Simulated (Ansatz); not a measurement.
Consider a test of the smearing width of Cu, space group P2/m (the Python package of Ansatz (0.2.0)).

The script, `cu_smear.py`:
```python
"""Smearing width test for Cu."""

import argparse

import ansatz as az

parser = argparse.ArgumentParser(description="Smearing width test for Cu.")
parser.add_argument("--functional", default="r2scan", help="exchange-correlation functional")
parser.add_argument("--cutoff", type=float, default=550.0, help="plane-wave cutoff (eV)")
parser.add_argument("--kgrid", type=int, nargs=3, required=True, help="k-point sampling")
args = parser.parse_args()

structure = (
    az.Lattice.of((11.570254, 0.0, 0.0), (0.0, 2.238212, 0.0), (-4.595624, 0.0, 21.743388))
    .atom("Cu", (0.5, 0.5, 0.5))
)

job = structure.calculation()
job = job.functional(args.functional)
job = job.basis(args.cutoff)
job = job.kpoints(*args.kgrid).stress()

rows = []
for value in [0.5, 0.3, 0.2, 0.1]:
    rep = job.occupations("gaussian", width=value).run().report
    rows.append((value, rep["free_energy_ev"] / len(rep["lattice"]["sites"]), rep["n_iterations"], sum(rep["stress_gpa"][i][i] for i in range(3)) / 3, rep["n_kpoints"]))

print("  width (eV)   F/atom (eV)    iterations       P (GPa)      k-points")
for row in rows:
    print(f"{str(row[0]):>12s}  {row[1]:12.5f}  {row[2]:12d}  {row[3]:12.3f}  {row[4]:12d}")

# the last row is the reference
for row in rows[:-1]:
    shift = 1000 * (row[1] - rows[-1][1])
    print(f"{row[0]}: {shift:+.2f} meV/atom" + ("  (within 2 meV)" if abs(shift) < 2 else ""))
```

How much does the free energy per atom change between the narrowest and the widest smearing, and why?

Going from 0.1 to 0.5 eV changes F by -74.3 meV an atom. The report's estimate for zero width moves by -22.2 meV, so the entropy term explains only part of the change. The pressure moves from 0.03 to 0.03 GPa.

The run itself:

```console
$ python cu_smear.py --kgrid 3 15 2
  width (eV)   F/atom (eV)    iterations       P (GPa)      k-points
         0.5   -6628.94997             7         0.029            32
         0.3   -6628.90786             8         0.027            32
         0.2   -6628.89016             9         0.027            32
         0.1   -6628.87565            11         0.029            32
0.5: -74.32 meV/atom
0.3: -32.21 meV/atom
0.2: -14.51 meV/atom
```

Notes:
- The cell holds an odd number of electrons and is run without spin, so a magnetic state may lie lower.
- The cell holds layers, chains or clusters in vacuum, no bulk phase; its stress is averaged over the vacuum too and scales with the cell's height.
- The free energy holds a sizeable smearing term, which stands for no physical temperature.
- The narrowest width needs the finest mesh, so the last row is no converged reference.
- Pressure is positive in compression.
- Points of the mesh across the vacuum add cost only.
- This isn't the structure that Cu takes at ambient conditions.
- Hardware and time: 3.4 min on 1 thread of Arm Neoverse V1, on a shared host, peak memory 2 GiB.
